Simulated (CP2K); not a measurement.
# LiBr (SMILES [Li][Br]) at BLYP-D3(BJ)/DZVP-MOLOPT-SR-GTH (core potential)

What is the energy change on altering one bond length of LiBr at BLYP-D3(BJ)/DZVP-MOLOPT-SR-GTH (core potential)? 

The calculation is run with CP2K 2026.2.

3 further runs of the same task are left out: 3 that didn't finish.

### 1 The structure to begin with

LiBr has 2 atoms, charge 0, and is taken as a singlet. SMILES: `[Li][Br]`. The coordinates come from a PBE0-D4/def2-TZVP relaxation.

Bond lengths: Li1–Br2 2.172 Å.

### 2 A single-point energy at BLYP-D3(BJ)/DZVP-MOLOPT-SR-GTH (core potential)

The input, gas.inp:

```
&GLOBAL
   PROJECT_NAME gas
   RUN_TYPE ENERGY
   PRINT_LEVEL MEDIUM
&END GLOBAL
&FORCE_EVAL
   METHOD QUICKSTEP
   &DFT
      BASIS_SET_FILE_NAME BASIS_MOLOPT
      POTENTIAL_FILE_NAME GTH_POTENTIALS
      &QS
         METHOD GPW
         EPS_DEFAULT 1.0E-10
      &END QS
      ! real-space grids
      &MGRID
         CUTOFF 400
         REL_CUTOFF 50
         NGRIDS 4
      &END MGRID
      &POISSON
         PERIODIC NONE
         POISSON_SOLVER MULTIPOLE
      &END POISSON
      ! SCF settings
      &SCF
         SCF_GUESS ATOMIC
         EPS_SCF 1.0E-06
         MAX_SCF 150
         ADDED_MOS 5
         &DIAGONALIZATION
            ALGORITHM STANDARD
         &END DIAGONALIZATION
         &MIXING
            METHOD PULAY_MIXING
            ALPHA 0.3
            NBUFFER 8
         &END MIXING
      &END SCF
      ! functional
      &XC
         &XC_FUNCTIONAL BLYP
         &END XC_FUNCTIONAL
         &VDW_POTENTIAL
            POTENTIAL_TYPE PAIR_POTENTIAL
            &PAIR_POTENTIAL
               TYPE DFTD3(BJ)
               PARAMETER_FILE_NAME dftd3.dat
               REFERENCE_FUNCTIONAL BLYP
               R_CUTOFF 15
            &END PAIR_POTENTIAL
         &END VDW_POTENTIAL
      &END XC
      ! extra output
      &PRINT
         &MOMENTS
            PERIODIC F
            REFERENCE COM
            MAX_MOMENT 1
         &END MOMENTS
         &MO ON
            ENERGIES T
            OCCUPATION_NUMBERS T
            NDIGITS 6
            &EACH
               QS_SCF 0
            &END EACH
            ADD_LAST NUMERIC
         &END MO
         &HIRSHFELD OFF
         &END HIRSHFELD
      &END PRINT
   &END DFT
   &SUBSYS
      &CELL
         ABC 11.2 10 10.4
         PERIODIC NONE
      &END CELL
      &COORD
         Li     4.675000     5.307800     4.721900
         Br     6.525000     4.692200     5.678100
      &END COORD
      &KIND Li
         BASIS_SET DZVP-MOLOPT-SR-GTH-q3
         POTENTIAL GTH-BLYP-q3
      &END KIND
      &KIND Br
         BASIS_SET DZVP-MOLOPT-SR-GTH-q7
         POTENTIAL GTH-BLYP-q7
      &END KIND
   &END SUBSYS
&END FORCE_EVAL
```

Launch:

```bash
$ OMP_NUM_THREADS=1 cp2k.psmp -i gas.inp > gas.out 2>&1
```

What it wrote, cut to the lines that bear on the results:

```text
CP2K| version string:                                       CP2K version 2026.2
[...]
 GLOBAL| Method name                                                        CP2K
[...]
 GLOBAL| Run type                                                         ENERGY
[...]
 DFT| Spin restricted Kohn-Sham (RKS) calculation                            RKS
 DFT| Multiplicity                                                             1
[...]
 DFT| Charge                                                                   0
[...]
 FUNCTIONAL| BECKE88:
 FUNCTIONAL| LYP:
[...]
 QS| Method:                                                                 GPW
[...]
 QS| Density cutoff [a.u.]:                                                200.0
[...]
 QS| Relative density cutoff [a.u.]:                                        25.0
[...]
                             - Atoms:                                          2
[...]
                             - Spherical basis functions:                     19
[...]
 Number of electrons:                                                         10
[...]
     1 NoMix/Diag. 0.30E+00    1.1     0.90728690       -20.8274987543 -2.08E+01
[...]
    27 Pulay/Diag. 0.30E+00    1.4     0.00000076       -20.9077344684 -1.87E-08
  *** SCF run converged in    27 steps ***
[...]
  Overlap energy of the core charge distribution:               0.00000000075004
  Self energy of the core charge distribution:                -33.99242240875233
  Core Hamiltonian energy:                                      6.51905811186331
  Hartree energy:                                              11.01074738983453
  Exchange-correlation energy:                                 -4.44313875994058
  Dispersion energy:                                           -0.00197880220339
  Total energy:                                               -20.90773446844842
[...]
                     Mulliken Population Analysis
 #  Atom  Element  Kind  Atomic population                           Net charge
       1     Li       1          2.392590                              0.607410
       2     Br       2          7.607410                             -0.607410
 # Total charge                             10.000000                  0.000000
[...]
  Dipole moment [Debye]
    X= -0.5962029E+01 Y=  0.1991191E+01 Z= -0.3087593E+01  Total=      7.0031317
 ENERGY| Total FORCE_EVAL ( QS ) energy [hartree]            -20.907734468448417
[...]
```

It took 37 s on 1 thread of Arm Neoverse V1, shared host; peak memory 1.5 GiB.

### 3 The distorted shape

The input, qs.inp:

```
&GLOBAL
   PROJECT_NAME qs
   RUN_TYPE ENERGY
   PRINT_LEVEL MEDIUM
&END GLOBAL
&FORCE_EVAL
   METHOD QS
   &DFT
      BASIS_SET_FILE_NAME BASIS_MOLOPT
      POTENTIAL_FILE_NAME GTH_POTENTIALS
      # Quickstep
      &QS
         METHOD GPW
         EPS_DEFAULT 1.0E-10
      &END QS
      &MGRID
         CUTOFF 400
         REL_CUTOFF 50
         NGRIDS 4
      &END MGRID
      # isolated system
      &POISSON
         PERIODIC NONE
         POISSON_SOLVER MULTIPOLE
      &END POISSON
      # SCF settings
      &SCF
         SCF_GUESS ATOMIC
         EPS_SCF 1.0E-06
         MAX_SCF 100
         ADDED_MOS 3
         &DIAGONALIZATION
            ALGORITHM STANDARD
         &END DIAGONALIZATION
         &MIXING
            METHOD PULAY_MIXING
            ALPHA 0.2
            NBUFFER 4
         &END MIXING
      &END SCF
      &XC
         &XC_FUNCTIONAL BLYP
         &END XC_FUNCTIONAL
         &VDW_POTENTIAL
            POTENTIAL_TYPE PAIR_POTENTIAL
            &PAIR_POTENTIAL
               TYPE DFTD3(BJ)
               PARAMETER_FILE_NAME dftd3.dat
               REFERENCE_FUNCTIONAL BLYP
               R_CUTOFF 15
            &END PAIR_POTENTIAL
         &END VDW_POTENTIAL
      &END XC
      &PRINT
         &MOMENTS
            PERIODIC F
            REFERENCE COM
            MAX_MOMENT 1
         &END MOMENTS
         &MO ON
            ENERGIES T
            OCCUPATION_NUMBERS T
            NDIGITS 6
            &EACH
               QS_SCF 0
            &END EACH
            ADD_LAST NUMERIC
         &END MO
         &HIRSHFELD OFF
         &END HIRSHFELD
      &END PRINT
   &END DFT
   # structure
   &SUBSYS
      # vacuum box
      &CELL
         ABC 12.2 10.3 10.8
         PERIODIC NONE
      &END CELL
      &COORD
         SCALED T
         Li   0.38626971   0.54482553   0.43359676
         Br   0.61373029   0.45517447   0.56640324
      &END COORD
      &KIND Li
         BASIS_SET DZVP-MOLOPT-SR-GTH-q3
         POTENTIAL GTH-BLYP-q3
      &END KIND
      &KIND Br
         BASIS_SET DZVP-MOLOPT-SR-GTH-q7
         POTENTIAL GTH-BLYP-q7
      &END KIND
   &END SUBSYS
&END FORCE_EVAL
```

Launch:

```bash
$ OMP_NUM_THREADS=1 cp2k.psmp qs.inp > qs.out
```

What it wrote, cut to the lines that bear on the results:

```text
CP2K| version string:                                       CP2K version 2026.2
[...]
 GLOBAL| Method name                                                        CP2K
[...]
 GLOBAL| Run type                                                         ENERGY
[...]
 DFT| Spin restricted Kohn-Sham (RKS) calculation                            RKS
 DFT| Multiplicity                                                             1
[...]
 DFT| Charge                                                                   0
[...]
 FUNCTIONAL| BECKE88:
 FUNCTIONAL| LYP:
[...]
 QS| Method:                                                                 GPW
[...]
 QS| Density cutoff [a.u.]:                                                200.0
[...]
 QS| Relative density cutoff [a.u.]:                                        25.0
[...]
                             - Atoms:                                          2
[...]
                             - Spherical basis functions:                     19
[...]
 Number of electrons:                                                         10
[...]
     1 NoMix/Diag. 0.20E+00    1.3     0.91446275       -20.7608299294 -2.08E+01
[...]
    20 Pulay/Diag. 0.20E+00    1.6     0.00000070       -20.8621634709 -7.91E-07
  *** SCF run converged in    20 steps ***
[...]
  Overlap energy of the core charge distribution:               0.00000000000000
  Self energy of the core charge distribution:                -33.99242240875233
  Core Hamiltonian energy:                                      6.36379654644157
  Hartree energy:                                              11.15304832990568
  Exchange-correlation energy:                                 -4.38271758747356
  Dispersion energy:                                           -0.00386835097859
  Total energy:                                               -20.86216347085722
[...]
                     Mulliken Population Analysis
 #  Atom  Element  Kind  Atomic population                           Net charge
       1     Li       1          2.341445                              0.658555
       2     Br       2          7.658555                             -0.658555
 # Total charge                             10.000000                 -0.000000
[...]
  Dipole moment [Debye]
    X= -0.9448404E+01 Y=  0.3157885E+01 Z= -0.4897614E+01  Total=     11.1009550
 ENERGY| Total FORCE_EVAL ( QS ) energy [hartree]            -20.862163470857222
[...]
```

Run time: 34 s. Hardware: 1 thread of Arm Neoverse V1, shared host; peak memory 1.4 GiB.

### 4 What came out

Level: BLYP-D3(BJ)/DZVP-MOLOPT-SR-GTH (core potential).

| quantity | value |
| --- | --- |
| first shape: total energy | -20.90773 Eh |
| first shape: dipole moment | 7.00 D |
| first shape: HOMO energy | -5.23 eV |
| first shape: LUMO energy | -1.94 eV |
| first shape: HOMO–LUMO gap | 3.29 eV |
| first shape: dispersion energy | -5.20 kJ/mol |
| distorted shape: total energy | -20.86216 Eh |
| distorted shape: dipole moment | 11.10 D |
| distorted shape: HOMO energy | -4.12 eV |
| distorted shape: LUMO energy | -2.96 eV |
| distorted shape: HOMO–LUMO gap | 1.16 eV |
| distorted shape: dispersion energy | -10.16 kJ/mol |
| energy change with the Li1–Br2 bond stretched from 2.172 to 3.257 Å | 1.240 eV |

What this shows: With the Li1–Br2 bond stretched from 2.172 to 3.257 Å the energy rises by 1.24 eV (120 kJ/mol). The first shape isn't relaxed at this level, so the change isn't measured from a minimum.
